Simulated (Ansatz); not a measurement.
# C₂H₈SSn: one species, many methods

Aim: compute C₂H₈SSn with functionals from several rungs and with coupled cluster. The yardstick is the atomisation energy at the CCSD(T) limit.

Computed with Ansatz 0.2.0, Gaussian basis. Level: functionals in def2-TZVPP, the program's frozen cores in correlated methods.

The runs, in order: LDA (SPW92), PBE-D4, revPBE-D4, BLYP-D4, r2SCAN-D4, B97M-V, PBE0-D4, B3LYP-D4, r2SCANh-D4, r2SCAN0-D4, HSE06-D4, BHLYP-D4, CAM-B3LYP-D4, LC-ωPBE, ωB97X-V, ωB97M-V, B2PLYP, PBE-QIDH; CCSD(T)/def2-SVP; CCSD(T)/def2-TZVPP; MP2/def2-QZVPP; extrapolation to the limit; RPA on PBE.

## (1) Structure used throughout

All runs share one geometry, relaxed beforehand with PBE0-D4 in a triple-zeta def2 set. Sn takes the def2 core potential; no spin-orbit term is included.

SMILES `C[S][SnH2][CH3]`, 12 atoms, charge 0, spin multiplicity 1.

Atoms are counted from 1 here; the program's logs count them from 0.

Bond lengths: C1–S2 1.817 Å, C1–H5 1.090 Å, C1–H6 1.091 Å, C1–H7 1.090 Å, S2–Sn3 2.401 Å, Sn3–C4 2.139 Å, Sn3–H8 1.714 Å, Sn3–H9 1.707 Å, C4–H10 1.090 Å, C4–H11 1.090 Å, C4–H12 1.091 Å. Angles: S2–C1–H5 111.7°, S2–C1–H6 111.5°, S2–C1–H7 106.7°, H5–C1–H6 109.8°, H5–C1–H7 108.4°, H6–C1–H7 108.5°, C1–S2–Sn3 99.5°, S2–Sn3–C4 109.4°, S2–Sn3–H8 107.9°, S2–Sn3–H9 105.9°, C4–Sn3–H8 110.1°, C4–Sn3–H9 112.0°, H8–Sn3–H9 111.2°, Sn3–C4–H10 109.5°, Sn3–C4–H11 109.9°, Sn3–C4–H12 110.0°, H10–C4–H11 109.2°, H10–C4–H12 109.3° and more.

## (2) LDA

This LDA is Slater exchange with PW92 correlation.

in.yaml

```yaml
crystal:
  periodic: [false, false, false]
  atoms:
    - {symbol: C, position_ang: [-1.349349, 1.636367, -0.433422]}
    - {symbol: S, position_ang: [0.068388, 1.844333, 0.683798]}
    - {symbol: Sn, position_ang: [0.540806, -0.460673, 1.160357]}
    - {symbol: C, position_ang: [1.135135, -1.450194, -0.640227]}
    - {symbol: H, position_ang: [-1.068691, 1.115007, -1.348969]}
    - {symbol: H, position_ang: [-2.170099, 1.109900, 0.055010]}
    - {symbol: H, position_ang: [-1.689418, 2.637790, -0.697771]}
    - {symbol: H, position_ang: [-0.887906, -1.174550, 1.782163]}
    - {symbol: H, position_ang: [1.785744, -0.452408, 2.327596]}
    - {symbol: H, position_ang: [2.007359, -0.949068, -1.058934]}
    - {symbol: H, position_ang: [0.322059, -1.420450, -1.365613]}
    - {symbol: H, position_ang: [1.382873, -2.491355, -0.429988]}
basis:
  gaussian: {orbitals: def2-TZVPP}
hamiltonian: {xc: lda}
output: {orbitals: {seedname: orbitals}}
```

Further steps of the session: PBE-D4 (GGA); revPBE-D4 (GGA); BLYP-D4 (GGA); r2SCAN-D4 (meta-GGA); B97M-V (meta-GGA); PBE0-D4 (hybrid); B3LYP-D4 (hybrid); r2SCANh-D4 (hybrid); r2SCAN0-D4 (hybrid); HSE06-D4 (hybrid); BHLYP-D4 (hybrid); CAM-B3LYP-D4 (range-separated); LC-ωPBE-D4 (range-separated); ωB97X-V (range-separated); ωB97M-V (range-separated); B2PLYP (double hybrid); PBE-QIDH (double hybrid); CCSD(T) in def2-SVP; CCSD(T) in def2-TZVPP; MP2 in def2-QZVPP; RPA on PBE orbitals.

Before running them: what should the planned runs give, taken together? Wanted: atomisation energy, CCSD(T)/CBS; farthest beyond LDA; mean size of error, GGA; mean size of error, meta-GGA; mean size of error, hybrid; mean size of error, range-separated; mean size of error, double hybrid; gap, smallest and largest; T1 diagnostic.

As calculated:

```
                               quantity                                                                                               value
        atomisation energy, CCSD(T)/CBS                                                                                      941.4 kcal/mol
functionals within 9.4 kcal/mol (1.0 %)  PBE-D4, r2SCAN-D4, B97M-V, PBE0-D4, B3LYP-D4, r2SCANh-D4, HSE06-D4, CAM-B3LYP-D4, ωB97X-V, ωB97M-V
                    farthest beyond LDA                                                                           BHLYP-D4 (-24.5 kcal/mol)
                mean size of error, GGA                                                                                       11.1 kcal/mol
           mean size of error, meta-GGA                                                                                        4.5 kcal/mol
             mean size of error, hybrid                                                                                       10.5 kcal/mol
    mean size of error, range-separated                                                                                        5.2 kcal/mol
      mean size of error, double hybrid                                                                                       15.0 kcal/mol
              gap, smallest and largest                                                           4.28 eV (LDA (SPW92)), 11.19 eV (LC-ωPBE)
                          T1 diagnostic                                                                                              0.0114
triples share of the correlation energy                                                                                               3.6 %
```

LDA overbinds by 116.5 kcal/mol (12 %). PBE-D4 is off by +2.7 kcal/mol. Double hybrids carry the basis error of their MP2 part in triple zeta, and no dispersion term here, so their miss is partly the set-up's. The rungs meta-GGA, range-separated miss on average by less than the doubt on the reference (9.4 kcal/mol), so they tie. Misses under about 9.4 kcal/mol are within the doubt on the reference itself, which lacks core-valence correlation, spin-orbit coupling and higher excitations, and its outer-core shells are covered unevenly. All levels share the lack of spin-orbit coupling, which lowers the free heavy atoms and so the true binding. Hartree-Fock recovers 73 % of the binding; the rest is correlation. CCSD(T) in def2-SVP is off by -59.7 kcal/mol, more than most functionals: a good method in a small basis is no reference. Orbital gaps span 4.3 to 11.2 eV; exact exchange widens them. Correlated methods include outer-core shells of Sn, which these sets cover unevenly.
